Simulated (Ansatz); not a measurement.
# CH5BClN: the cost of one run

All numbers below are computed with Ansatz 0.2.0 (RKS B3LYP-D4/STO-3G).

### Step 1. Starting point

Bond lengths: B1–C2 1.600 Å, C2–H3 1.110 Å, C2–H4 1.110 Å, C2–H5 1.110 Å, B1–Cl6 1.860 Å, B1–N7 1.550 Å, N7–H8 1.060 Å, N7–H9 1.060 Å. Angles: B1–C2–H3 109.5°, B1–C2–H4 109.5°, B1–C2–H5 109.5°, H3–C2–H4 109.4°, H3–C2–H5 109.4°, H4–C2–H5 109.4°, C2–B1–Cl6 120.0°, C2–B1–N7 120.0°, Cl6–B1–N7 120.0°, B1–N7–H8 120.0°, B1–N7–H9 120.0°, H8–N7–H9 120.0°.

Structure file:

```xyz
9

B     0.0000    0.0000    0.0000
C     0.0000    0.0000    1.6000
H    -0.9996   -0.3092    1.9705
H     0.7676   -0.7111    1.9705
H     0.2320    1.0203    1.9705
Cl    1.6108    0.0000   -0.9300
N    -1.3423    0.0000   -0.7750
H    -2.0112   -0.8164   -0.6764
H    -1.5914    0.8164   -1.4036
```

### Step 2. Relaxing the start

Contents of input.yaml:

```yaml
crystal:
  periodic: [false, false, false]
  atoms:
    - { symbol: B, position_ang: [0.0, 0.0, 0.0] }
    - { symbol: C, position_ang: [0.0, 0.0, 1.6] }
    - { symbol: H, position_ang: [-0.9996, -0.3092, 1.9705] }
    - { symbol: H, position_ang: [0.7676, -0.7111, 1.9705] }
    - { symbol: H, position_ang: [0.232, 1.0203, 1.9705] }
    - { symbol: Cl, position_ang: [1.6108, 0.0, -0.93] }
    - { symbol: "N", position_ang: [-1.3423, 0.0, -0.775] }
    - { symbol: H, position_ang: [-2.0112, -0.8164, -0.6764] }
    - { symbol: H, position_ang: [-1.5914, 0.8164, -1.4036] }
basis:
  gaussian: { orbitals: STO-3G }
hamiltonian:
  xc: b3lyp
  dispersion: d4
relax:
  f_tol: 0.02
  max_steps: 40
output:
  orbitals: {}
```

The run is started by

```sh
$ ansatz run input.yaml --threads 1 --pin off --max-ram 2048MiB --backend cpu --events-out ev --progress --plain --runs-dir out
```

What time and memory should one allow on 1 thread of Arm Neoverse V1, shared host?

About 17 s, with a peak of 0.14 GiB.
